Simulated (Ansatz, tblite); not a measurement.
# Si(OAc)H3 (C₂H₆O₂Si): rung by rung

How do method and basis change the picture of Si(OAc)H3 (C₂H₆O₂Si) (singlet)?

The runs use Ansatz 0.2.0, Gaussian basis; as each input shows.

Plan: GFN1-xTB, GFN2-xTB, PBE-D4/def2-TZVP, r2SCAN-D4/def2-TZVP, HF/def2-TZVP, CAM-B3LYP-D4/def2-TZVP, BLYP-D4/def2-TZVP, PBE-D4/def2-SVP, PBE0-D4/def2-SVP, HF/STO-3G, CCSD(T)/def2-SVP, MP2/def2-TZVP.

2 further runs of the same task are left out: 2 set aside as unsound or not needed.

## (1) The relaxed structure

The geometry is that of the singlet, from an earlier relaxation (PBE0-D4/def2-SVP).

11 atoms, charge 0, spin multiplicity 1.

Bond lengths: C1–C2 1.497 Å, C1–O3 1.340 Å, C1–O4 1.206 Å, C2–H6 1.095 Å, C2–H7 1.100 Å, C2–H8 1.100 Å, O3–Si5 1.719 Å, Si5–H9 1.487 Å, Si5–H10 1.487 Å, Si5–H11 1.487 Å. Angles: C2–C1–O3 113.0°, C2–C1–O4 125.6°, O3–C1–O4 121.4°, C1–C2–H6 110.0°, C1–C2–H7 109.5°, C1–C2–H8 109.6°, H6–C2–H7 110.3°, H6–C2–H8 110.4°, H7–C2–H8 107.0°, C1–O3–Si5 116.2°, O3–Si5–H9 110.5°, O3–Si5–H10 110.5°, O3–Si5–H11 102.7°, H9–Si5–H10 112.0°, H9–Si5–H11 110.4°, H10–Si5–H11 110.4°.

PBE0-D4/def2-TZVP was run before; its log isn't repeated, and its numbers join the tables.

## (2) GFN1-xTB

Tight binding, by tblite at 300 K electronic temperature and without a spin-polarisation term:

```python
tblite.interface.Calculator('GFN1-xTB', numbers, positions, charge=0, uhf=0).singlepoint()
```

Energy -511.9382 eV, HOMO -12.59 eV, LUMO -7.44 eV; 0.009 s.

## (3) GFN2-xTB

Tight binding, by tblite at 300 K electronic temperature and without a spin-polarisation term:

```python
tblite.interface.Calculator('GFN2-xTB', numbers, positions, charge=0, uhf=0).singlepoint()
```

Energy -469.8591 eV, HOMO -11.58 eV, LUMO -6.65 eV; 0.007 s.

## (4) PBE-D4/def2-TZVP

start.molden holds the orbitals of an earlier run on this state, given as this run's starting guess.

The input, in.yaml:

```yaml
crystal:
  periodic: [false, false, false]
  atoms:
    - {symbol: C, position_ang: [0.240147, 0.448912, 0.431857]}
    - {symbol: C, position_ang: [0.190969, 0.386132, 1.926573]}
    - {symbol: O, position_ang: [-0.333714, -0.609584, -0.156785]}
    - {symbol: O, position_ang: [0.733944, 1.336916, -0.217708]}
    - {symbol: Si, position_ang: [-0.320206, -0.620418, -1.875635]}
    - {symbol: H, position_ang: [0.662729, 1.277070, 2.354374]}
    - {symbol: H, position_ang: [0.705680, -0.521701, 2.273709]}
    - {symbol: H, position_ang: [-0.854503, 0.309691, 2.258933]}
    - {symbol: H, position_ang: [1.075761, -0.650588, -2.385641]}
    - {symbol: H, position_ang: [-1.083876, 0.537285, -2.410643]}
    - {symbol: H, position_ang: [-1.016942, -1.893705, -2.199026]}
basis:
  gaussian: {orbitals: def2-TZVP, initial_orbitals: start.molden}
hamiltonian: {xc: pbe, dispersion: d4}
scf: {omitted_lower_state_checks: [starts]}
output: {forces: true, orbitals: {seedname: orbitals}}
```

Started as:

```sh
$ ansatz run in.yaml --threads 2 --pin off --events-out ev --progress --plain --max-ram 4352MiB
```

The log of the run:

```text
Functional definition: PBE
  name "PBE"
  cite "Perdew, Burke & Ernzerhof, Phys. Rev. Lett. 77, 3865 (1996) doi:10.1103/PhysRevLett.77.3865"
  parent pbe
  parameter kappa = 0.804
  parameter beta = 0.06672455060314922
  exchange = pbe_x(kappa = kappa, mu = beta*pi^2/3)
  correlation = pbe_c(beta = beta)
these checks for a lower state are left out or cut short: starts
1178 factors; their error is unknown
mean field evaluation 1: about -14136.2067 eV, gradient 1.1e1 eV
mean field evaluation 2: about -14136.3375 eV, gradient 1.4e-1 eV
mean field evaluation 4: about -14136.3159 eV, gradient 4.3e-4 eV
mean field -14136.31592808 eV, -519.5000284180 hartree, gradient 2.2e-5 eV, S^2 0.000000; 0 other end points of the search recorded, 0 dependent functions left out
the calculation of the forces begins
reference -14136.31597268 eV, -519.5000300568 hartree; 24, 24 occupied and 173, 173 virtual orbitals, 1178 factors
Total energy: -14136.52426993 eV, -519.5076848396 hartree
Atom 0 at     0.240147     0.448912     0.431857 Å, force    -0.109886    -0.191422     0.514783 eV/Å
Atom 1 at     0.190969     0.386132     1.926573 Å, force    -0.013838    -0.020470     0.205342 eV/Å
Atom 2 at    -0.333714    -0.609584    -0.156785 Å, force    -0.407577    -0.749583    -0.332601 eV/Å
Atom 3 at     0.733944     1.336916    -0.217708 Å, force     0.500877     0.903245    -0.549346 eV/Å
Atom 4 at    -0.320206    -0.620418    -1.875635 Å, force     0.042165     0.080602     0.138980 eV/Å
Atom 5 at     0.662729     1.277070     2.354374 Å, force    -0.021299    -0.039930     0.001527 eV/Å
Atom 6 at     0.705680    -0.521701     2.273709 Å, force    -0.007696     0.023142     0.022095 eV/Å
Atom 7 at    -0.854503     0.309691     2.258933 Å, force     0.023780     0.007546     0.022404 eV/Å
Atom 8 at     1.075761    -0.650588    -2.385641 Å, force     0.031407     0.003068    -0.023699 eV/Å
Atom 9 at    -1.083876     0.537285    -2.410643 Å, force    -0.014027     0.027646    -0.024092 eV/Å
Atom 10 at    -1.016942    -1.893705    -2.199026 Å, force    -0.023907    -0.043846     0.024608 eV/Å
Dipole moment:    -0.135144    -0.243577     0.224297 e Å
Checks for a lower state left out: starts
```

Wall time 3.9 s (2 threads of Intel Xeon Platinum 8259CL at 2.50GHz, shared host).

From the report: HOMO -6.56 eV, LUMO -1.18 eV.

## (5) r2SCAN-D4/def2-TZVP

Changes to in.yaml since step 4:

```diff
@@ -16,4 +16,4 @@
   gaussian: {orbitals: def2-TZVP, initial_orbitals: start.molden}
-hamiltonian: {xc: pbe, dispersion: d4}
+hamiltonian: {xc: r2scan, dispersion: d4}
 scf: {omitted_lower_state_checks: [starts]}
-output: {forces: true, orbitals: {seedname: orbitals}}
+output: {orbitals: {seedname: orbitals}}
```

The command is unchanged.

The log of the run:

```text
Functional definition: r2SCAN
  name "r2SCAN"
  cite "Furness, Kaplan, Ning, Perdew & Sun, J. Phys. Chem. Lett. 11, 8208 (2020) doi:10.1021/acs.jpclett.0c02405"
  cite "Furness, Kaplan, Ning, Perdew & Sun, J. Phys. Chem. Lett. 11, 9248 (2020) doi:10.1021/acs.jpclett.0c03077"
  parent r2scan
  parameter k0 = 0.174
  parameter k1 = 0.065
  parameter a1 = 4.9479
  exchange = r2scan_x(k0 = k0, k1 = k1, a1 = a1)
  correlation = r2scan_c
these checks for a lower state are left out or cut short: starts
1178 factors; their error is unknown
mean field evaluation 1: about -14143.6464 eV, gradient 6.1e0 eV
mean field evaluation 2: about -14143.6848 eV, gradient 4.7e-2 eV
mean field evaluation 4: about -14143.6653 eV, gradient 2.2e-4 eV
mean field -14143.66526491 eV, -519.7701115649 hartree, gradient 2.3e-5 eV, S^2 0.000000; 0 other end points of the search recorded, 0 dependent functions left out
reference -14143.66527813 eV, -519.7701120507 hartree; 24, 24 occupied and 173, 173 virtual orbitals, 1178 factors
Total energy: -14143.71745920 eV, -519.7720296695 hartree
Checks for a lower state left out: starts
```

It took 4.6 s on 2 threads of Intel Xeon Platinum 8259CL at 2.50GHz, shared host.

HOMO -6.90 eV, LUMO -0.90 eV.

## (6) HF/def2-TZVP

Changes to in.yaml since step 5:

```diff
@@ -16,3 +16,3 @@
   gaussian: {orbitals: def2-TZVP, initial_orbitals: start.molden}
-hamiltonian: {xc: r2scan, dispersion: d4}
+hamiltonian: {xc: hf}
 scf: {omitted_lower_state_checks: [starts]}
```

Launched as before.

The log of the run:

```text
Functional definition: HF
  name "HF"
  cite "Fock, Z. Phys. 61, 126 (1930) doi:10.1007/BF01340294"
  parent pbe
  exchange = exact_x
  correlation = 0
these checks for a lower state are left out or cut short: starts
1402 factors; their error is unknown
mean field evaluation 1: about -14095.7434 eV, gradient 3.1e1 eV
mean field evaluation 2: about -14096.7157 eV, gradient 1.1e0 eV
mean field evaluation 4: about -14096.9577 eV, gradient 7.1e-1 eV
mean field -14096.95813625 eV, -518.0536562457 hartree, gradient 1.5e-5 eV, S^2 0.000000; 0 other end points of the search recorded, 0 dependent functions left out
reference -14096.95813625 eV, -518.0536562457 hartree; 24, 24 occupied and 173, 173 virtual orbitals, 1402 factors
Total energy: -14096.95813625 eV, -518.0536562457 hartree
Checks for a lower state left out: starts
```

Run time: 2.2 s. Hardware: 2 threads of Intel Xeon Platinum 8259CL at 2.50GHz, shared host.

HOMO -12.47 eV, LUMO 3.03 eV.

## (7) CAM-B3LYP-D4/def2-TZVP

Changes to in.yaml since step 6:

```diff
@@ -16,3 +16,3 @@
   gaussian: {orbitals: def2-TZVP, initial_orbitals: start.molden}
-hamiltonian: {xc: hf}
+hamiltonian: {xc: {name: CAM-B3LYP}, dispersion: d4}
 scf: {omitted_lower_state_checks: [starts]}
```

The command is unchanged.

The log of the run:

```text
Functional definition: CAM-B3LYP
  name "CAM-B3LYP"
  cite "Yanai, Tew & Handy, Chem. Phys. Lett. 393, 51 (2004) doi:10.1016/j.cplett.2004.06.011"
  cite "Iikura, Tsuneda, Yanai & Hirao, J. Chem. Phys. 115, 3540 (2001) doi:10.1063/1.1383587"
  cite "Becke, Phys. Rev. A 38, 3098 (1988) doi:10.1103/PhysRevA.38.3098"
  cite "Lee, Yang & Parr, Phys. Rev. B 37, 785 (1988) doi:10.1103/PhysRevB.37.785"
  cite "Vosko, Wilk & Nusair, Can. J. Phys. 58, 1200 (1980) doi:10.1139/p80-159"
  parameter alpha = 0.19
  parameter beta = 0.46
  parameter omega = 0.33/bohr
  parameter ac = 0.81
  # Exact exchange under (alpha + beta erf(omega r))/r, Becke's under what is left of 1/r.
  exchange = (1 - alpha - beta)*b88_x + beta*b88_x_sr(omega) + alpha*exact_x + beta*exact_x_lr(omega)
  correlation = (1 - ac)*vwn5_c + ac*lyp_c
these checks for a lower state are left out or cut short: starts
1187 factors; their error is unknown
327 factors; integrals over basis functions are off by at most 1.6e-5 eV
mean field evaluation 1: about -14145.3081 eV, gradient 7.8e0 eV
mean field evaluation 2: about -14145.3963 eV, gradient 8.2e-2 eV
mean field evaluation 4: about -14145.4221 eV, gradient 2.1e-4 eV
mean field -14145.42211236 eV, -519.8346745178 hartree, gradient 1.2e-5 eV, S^2 0.000000; 0 other end points of the search recorded, 0 dependent functions left out
reference -14145.42225030 eV, -519.8346795870 hartree; 24, 24 occupied and 173, 173 virtual orbitals, 1187 factors
Total energy: -14145.59783457 eV, -519.8411321897 hartree
Checks for a lower state left out: starts
```

It took 4.4 s on 2 threads of Intel Xeon Platinum 8259CL at 2.50GHz, shared host.

From the report: HOMO -9.72 eV, LUMO 1.07 eV.

## (8) BLYP-D4/def2-TZVP

Changes to in.yaml since step 7:

```diff
@@ -16,3 +16,3 @@
   gaussian: {orbitals: def2-TZVP, initial_orbitals: start.molden}
-hamiltonian: {xc: {name: CAM-B3LYP}, dispersion: d4}
+hamiltonian: {xc: {name: BLYP}, dispersion: d4}
 scf: {omitted_lower_state_checks: [starts]}
```

Launched as before.

The log of the run:

```text
Functional definition: BLYP
  name "BLYP"
  cite "Becke, Phys. Rev. A 38, 3098 (1988) doi:10.1103/PhysRevA.38.3098"
  cite "Lee, Yang & Parr, Phys. Rev. B 37, 785 (1988) doi:10.1103/PhysRevB.37.785"
  parameter beta = 0.0042
  parameter a = 0.04918
  parameter b = 0.132
  parameter c = 0.2533
  parameter d = 0.349
  exchange = b88_x(beta = beta)
  correlation = lyp_c(a = a, b = b, c = c, d = d)
these checks for a lower state are left out or cut short: starts
1178 factors; their error is unknown
mean field evaluation 1: about -14145.6829 eV, gradient 1.6e1 eV
mean field evaluation 2: about -14145.9478 eV, gradient 2.4e-1 eV
mean field evaluation 4: about -14145.9250 eV, gradient 5.2e-4 eV
mean field -14145.92503899 eV, -519.8531567306 hartree, gradient 1.2e-5 eV, S^2 0.000000; 0 other end points of the search recorded, 0 dependent functions left out
reference -14145.92542114 eV, -519.8531707741 hartree; 24, 24 occupied and 173, 173 virtual orbitals, 1178 factors
Total energy: -14146.39090594 eV, -519.8702770253 hartree
Checks for a lower state left out: starts
```

Wall time 2.7 s (2 threads of Intel Xeon Platinum 8259CL at 2.50GHz, shared host).

From the report: HOMO -6.47 eV, LUMO -1.07 eV.

## (9) PBE-D4/def2-SVP

Changes to in.yaml since step 8:

```diff
@@ -15,4 +15,4 @@
 basis:
-  gaussian: {orbitals: def2-TZVP, initial_orbitals: start.molden}
-hamiltonian: {xc: {name: BLYP}, dispersion: d4}
+  gaussian: {orbitals: def2-SVP, initial_orbitals: start.molden}
+hamiltonian: {xc: pbe, dispersion: d4}
 scf: {omitted_lower_state_checks: [starts]}
```

The command is unchanged.

The log of the run:

```text
Functional definition: PBE
  name "PBE"
  cite "Perdew, Burke & Ernzerhof, Phys. Rev. Lett. 77, 3865 (1996) doi:10.1103/PhysRevLett.77.3865"
  parent pbe
  parameter kappa = 0.804
  parameter beta = 0.06672455060314922
  exchange = pbe_x(kappa = kappa, mu = beta*pi^2/3)
  correlation = pbe_c(beta = beta)
these checks for a lower state are left out or cut short: starts
1146 factors; their error is unknown
mean field evaluation 1: about -14126.0197 eV, gradient 9.5e0 eV
mean field evaluation 2: about -14126.2676 eV, gradient 2.0e-1 eV
mean field evaluation 4: about -14126.2051 eV, gradient 3.2e-4 eV
mean field -14126.20513331 eV, -519.1284635633 hartree, gradient 1.4e-5 eV, S^2 0.000000; 0 other end points of the search recorded, 0 dependent functions left out
reference -14126.20516975 eV, -519.1284649027 hartree; 24, 24 occupied and 80, 80 virtual orbitals, 1146 factors
Total energy: -14126.41346700 eV, -519.1361196854 hartree
Checks for a lower state left out: starts
```

Run time: 1.4 s. Hardware: 2 threads of Intel Xeon Platinum 8259CL at 2.50GHz, shared host.

From the report: HOMO -6.37 eV, LUMO -0.98 eV.

(Part 1 of 2 ends here.)
